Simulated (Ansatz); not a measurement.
# BiSbSe: the cost of one run

Method: DFT PBE, scalar-relativistic, plane waves, PAW, in Ansatz 0.2.0.

1 further run of the same task is left out (it didn't finish).

## 1. Starting point

It takes space group P3m1 (No. 156, trigonal). Conventional cell: a = 3.343 Å, b = 3.343 Å, c = 18.000 Å, α = 90.00°, β = 90.00°, γ = 120.00°. Around Sb (site symmetry 3m) lie 3 Bi at 2.62 Å. Bi (site symmetry 3m) is surrounded by 3 Se at 2.50 Å and 3 Sb at 2.62 Å. Se (site symmetry 3m) has 3 Bi at 2.50 Å as nearest neighbours.

Structure file:

```cif
data_structure
_symmetry_space_group_name_H-M 'P3m1'
_symmetry_Int_Tables_number 156
_cell_length_a 3.3427
_cell_length_b 3.3427
_cell_length_c 18.0000
_cell_angle_alpha 90.000
_cell_angle_beta 90.000
_cell_angle_gamma 120.000
_cell_volume 174.18
loop_
_atom_site_label
_atom_site_type_symbol
_atom_site_symmetry_multiplicity
_atom_site_Wyckoff_symbol
_atom_site_fract_x
_atom_site_fract_y
_atom_site_fract_z
_atom_site_occupancy
Sb1 Sb 1 a 0.00000 0.00000 0.40673 1
Bi1 Bi 1 b 0.33333 0.66667 0.50501 1
Se1 Se 1 a 0.00000 0.00000 0.59327 1
```

The cell is invented: species swapped into a sheet modelled on a layer of MoSeS, with Bi on the Mo sites, Se on the S sites and Sb on the Se sites. The dimensions are guesses.

It is a sheet, periodic along a and b, with vacuum along c; volumes and pressures of the box carry no meaning, and space groups named for it are those of the box.

## 2. The guess as it stands, on a coarse mesh

input.yaml reads:

```yaml
crystal:
  lattice:
    - [3.34269626, 0.0, 0.0]
    - [-1.67134865, 2.89486007, 0.0]
    - [0.0, 0.0, 18.0]
  atoms:
    - { symbol: Sb, position: [0.66666667, 0.33333333, 0.40672897] }
    - { symbol: Bi, position: [0.0, 0.0, 0.50501312] }
    - { symbol: Se, position: [0.66666667, 0.33333333, 0.59327103] }
  periodic: [true, true, false]
basis:
  ecutwfc: 420
kpoints:
  mp_grid: { grid: [6, 6, 1] }
hamiltonian:
  xc: pbe
scf:
  occupations: { method: gaussian, width: 0.1 }
  lower_state_search: "off"
output:
  forces: true
  stress: true
  eigenvalues: true
```

Started as:

```console
$ ansatz run input.yaml --threads 1 --pin off --max-ram 2048MiB --backend cpu --events-out ev --progress --plain --runs-dir out
```

Q: Estimate wall time and peak memory on 1 thread of Intel Xeon 6975P-C (Granite Rapids), shared host.

About 4.5 s, with a peak of 0.52 GiB.
